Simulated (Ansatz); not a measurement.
# Cu3Ni2: the cost of one run

Program: Ansatz 0.2.0. Level of theory: DFT PBE, scalar-relativistic, plane waves, PAW. These are calculated values, not measurements.

1 further run of the same task is left out (it didn't finish). Runs told in other sessions of the task aren't counted.

## Step 1: The structure to begin with

Symmetry: P-3m1, No. 164, trigonal system. Conventional cell: a = 2.557 Å, b = 2.557 Å, c = 20.631 Å, α = 90.00°, β = 90.00°, γ = 120.00°. Cu (site symmetry 3m) has 3 Ni at 2.54 Å and 9 Cu at 2.54 to 2.56 Å in its first shell of neighbours. Cu (site symmetry 3m) has 12 Cu at 2.54 to 2.56 Å in its first shell of neighbours. Cu (site symmetry 3m) has 9 Cu at 2.54 to 2.56 Å and 3 Ni at 2.54 Å in its first shell of neighbours. Ni (site symmetry 3m) has 3 Cu at 2.54 Å and 9 Ni at 2.54 to 2.56 Å in its first shell of neighbours. Around Ni (site symmetry 3m) lie 9 Ni at 2.54 to 2.56 Å and 3 Cu at 2.54 Å.

As a file:

```cif
data_structure
_symmetry_space_group_name_H-M 'P 1'
_symmetry_Int_Tables_number 1
_cell_length_a 2.5573
_cell_length_b 2.5573
_cell_length_c 20.6312
_cell_angle_alpha 90.000
_cell_angle_beta 90.000
_cell_angle_gamma 120.000
_cell_volume 116.85
loop_
_atom_site_label
_atom_site_type_symbol
_atom_site_fract_x
_atom_site_fract_y
_atom_site_fract_z
_atom_site_occupancy
Cu1 Cu 0.33333 0.66667 0.85000 1
Cu2 Cu 0.33333 0.66667 0.05000 1
Cu3 Cu 0.33333 0.66667 0.45000 1
Cu4 Cu 0.66667 0.33333 0.95000 1
Cu5 Cu 0.66667 0.33333 0.15000 1
Cu6 Cu 0.66667 0.33333 0.55000 1
Ni1 Ni 0.33333 0.66667 0.65000 1
Ni2 Ni 0.33333 0.66667 0.25000 1
Ni3 Ni 0.66667 0.33333 0.75000 1
Ni4 Ni 0.66667 0.33333 0.35000 1
```

The start is an ordering of an alloy on its end members' structure types: elements ordered on the sites of the Pr type, Cu/Ni on Pr (P-3m1, No. 164).

## Step 2: Probe: one point on a coarse mesh

File input.yaml:

```yaml
crystal:
  lattice:
    - [2.55729379, 0.0, 0.0]
    - [-1.27864689, 2.21468138, 0.0]
    - [0.0, 0.0, 20.63120014]
  atoms:
    - { symbol: Cu, position: [0.33333333, 0.66666667, 0.85] }
    - { symbol: Cu, position: [0.33333333, 0.66666667, 0.05] }
    - { symbol: Cu, position: [0.33333333, 0.66666667, 0.45] }
    - { symbol: Cu, position: [0.66666667, 0.33333333, 0.95] }
    - { symbol: Cu, position: [0.66666667, 0.33333333, 0.15] }
    - { symbol: Cu, position: [0.66666667, 0.33333333, 0.55] }
    - { symbol: Ni, position: [0.33333333, 0.66666667, 0.65], spin: 2.0 }
    - { symbol: Ni, position: [0.33333333, 0.66666667, 0.25], spin: 2.0 }
    - { symbol: Ni, position: [0.66666667, 0.33333333, 0.75], spin: 2.0 }
    - { symbol: Ni, position: [0.66666667, 0.33333333, 0.35], spin: 2.0 }
basis:
  ecutwfc: 420
kpoints:
  mp_grid: { grid: [6, 6, 1] }
hamiltonian:
  xc: pbe
scf:
  occupations: { method: gaussian, width: 0.1 }
  lower_state_search: "off"
output:
  forces: true
  stress: true
  eigenvalues: true
  populations: true
magnetization:
  spin_polarized: true
```

Command:

```
$ ansatz run input.yaml --threads 4 --pin off --max-ram 8192MiB --backend cpu --events-out ev --progress --plain --runs-dir out
```

Q: Estimate wall time and peak memory on 4 threads of Intel Xeon at 2.50GHz (Skylake/Cascade Lake), shared host.

About 34 s, with a peak of 0.7 GiB.
